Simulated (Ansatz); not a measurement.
This script drives Ansatz's Python interface.

`relaxed_scan_cl2geh.py`:
```python
from dataclasses import dataclass

import ansatz as az
from ase import Atoms
import numpy as np


@dataclass(frozen=True)
class RunConfig:
    basis_set: str = "def2-SVP"
    functional: str = "hf"


cfg = RunConfig()

atoms = Atoms(["Cl", "Ge", "Cl", "H"], positions=[
    [-1.6863, 0.7124, -0.6085],
    [0.1857, -0.2194, -0.4264],
    [0.1768, -1.4202, 1.3594],
    [1.3793, 0.8669, -0.3448],
])
molecule = az.Crystal.molecule_from_ase(atoms)

model = (
    molecule.calculation()
    .basis(gaussian=cfg.basis_set)
    .functional(cfg.functional)
    .spin("collinear", total=1)
)
symbols = [site.symbol for site in molecule.cartesian_sites]
pairs = [(0, 1), (1, 2), (1, 3)]
print("held (A)   E (eV)        ", "  ".join(f"{symbols[i]}{i}-{symbols[j]}{j}" for i, j in pairs))
for length in [1.49, 1.62, 1.75, 1.94, 2.18]:
    rep = model.relax(constraints=[az.DistanceConstraint((1, 3), at=length)], force_tolerance=0.02, max_steps=60).run(threads=1).report
    xyz = np.array(rep["positions_ang"])
    print(f"{length:6.2f} {rep['free_energy_ev']:14.5f}  ", "  ".join(f"{np.linalg.norm(xyz[i] - xyz[j]):.3f}" for i, j in pairs))
```

It is started by `python relaxed_scan_cl2geh.py`. Estimate its wall time and peak memory on 1 thread of Arm Neoverse V2, on a shared host.

It took about 40 s, with a peak of 0.26 GiB, for 5 runs of the engine.

`python relaxed_scan_cl2geh.py` gives:
```text
held (A)   E (eV)         Cl0-Ge1  Ge1-Cl2  Ge1-H3
DeckWarning: relax.constraints: the input's atoms, or those drawn, lie off the distances that are held; a relaxation that starts there is brought onto them ahead of its first SCF, by positions alone, [...]
  1.49   -81483.17316   2.162  2.163  1.490
  1.62   -81483.13536   2.162  2.163  1.620
  1.75   -81482.89372   2.163  2.163  1.750
  1.94   -81482.41076   2.166  2.165  1.940
  2.18   -81481.94737   2.177  2.177  2.180
```
(Warnings from the package without file and line, shortened, repeats left out.)

Total energies depend on the basis set; only differences at equal settings carry meaning. The energies are electronic: no zero-point or thermal terms, and the basis set is short of its limit. The species is open-shell (spin multiplicity 2). The expectation value of S² is noticeably off S(S+1) in at least one run, so that state is spin-contaminated.
